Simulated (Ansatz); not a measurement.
# CH₇Al₂N: basis-set convergence

How large a basis does CH₇Al₂N need? Two functionals are run in growing sets.

Program: Ansatz 0.2.0, Gaussian basis. Level of theory: one geometry, several basis sets. These are calculated values, not measurements.

Levels to be run: PBE0-D4/def2-SVP; ωB97M-V/def2-SVP; PBE0-D4/def2-QZVPP; ωB97M-V/def2-QZVPP; the functionals' def2-TZVPP values are taken from earlier runs.

## Step 1: The relaxed structure

All runs share one geometry, relaxed beforehand with PBE0-D4 in a triple-zeta def2 set.

SMILES `[CH3][AlH][NH][AlH2]`, 11 atoms, charge 0, spin multiplicity 1.

Atoms are counted from 1 here; the program's logs count them from 0.

Bond lengths: C1–Al2 1.947 Å, C1–H5 1.095 Å, C1–H6 1.095 Å, C1–H7 1.092 Å, Al2–N3 1.792 Å, Al2–H8 1.590 Å, N3–Al4 1.782 Å, N3–H9 1.014 Å, Al4–H10 1.584 Å, Al4–H11 1.586 Å. Angles: Al2–C1–H5 110.8°, Al2–C1–H6 110.8°, Al2–C1–H7 112.9°, H5–C1–H6 106.3°, H5–C1–H7 107.9°, H6–C1–H7 107.9°, C1–Al2–N3 120.3°, C1–Al2–H8 122.7°, N3–Al2–H8 117.0°, Al2–N3–Al4 131.1°, Al2–N3–H9 114.3°, Al4–N3–H9 114.7°, N3–Al4–H10 118.1°, N3–Al4–H11 119.3°, H10–Al4–H11 122.7°.

## Step 2: PBE0-D4 in def2-SVP

in.yaml

```yaml
crystal:
  periodic: [false, false, false]
  atoms:
    - {symbol: C, position_ang: [-1.188622, 1.446639, -0.289099]}
    - {symbol: Al, position_ang: [-0.971644, -0.192762, 0.738045]}
    - {symbol: N, position_ang: [0.500116, -1.195207, 0.540233]}
    - {symbol: Al, position_ang: [1.932884, -0.979071, -0.497117]}
    - {symbol: H, position_ang: [-2.093142, 1.402809, -0.904999]}
    - {symbol: H, position_ang: [-1.311085, 2.308735, 0.375113]}
    - {symbol: H, position_ang: [-0.342142, 1.648804, -0.949407]}
    - {symbol: H, position_ang: [-2.061570, -0.708019, 1.774315]}
    - {symbol: H, position_ang: [0.517685, -2.028194, 1.118363]}
    - {symbol: H, position_ang: [1.989267, 0.297881, -1.432922]}
    - {symbol: H, position_ang: [3.093653, -2.058716, -0.452025]}
basis:
  gaussian: {orbitals: def2-SVP}
hamiltonian: {xc: pbe0, dispersion: d4}
output: {orbitals: {seedname: orbitals}}
```

Started as:

```console
> ansatz run in.yaml --threads 2 --pin off --events-out ev --progress --plain --max-ram 4352MiB
```

Further steps of the session: ωB97M-V in def2-SVP; PBE0-D4 in def2-QZVPP; ωB97M-V in def2-QZVPP.

Q: Predict the results of all the runs planned. Wanted: PBE0-D4: double and triple zeta above quadruple; ωB97M-V: double and triple zeta above quadruple.

As calculated:

| quantity | value |
| --- | --- |
| PBE0-D4: double and triple zeta above quadruple | 8.29, 0.59 eV |
| ωB97M-V: double and triple zeta above quadruple | 8.42, 0.56 eV |

**Reading.** PBE0-D4 gains 7.71 eV from double to triple zeta, then 0.59 eV more. These are total energies; as a rule much of such shifts cancels in differences, which this series doesn't test.
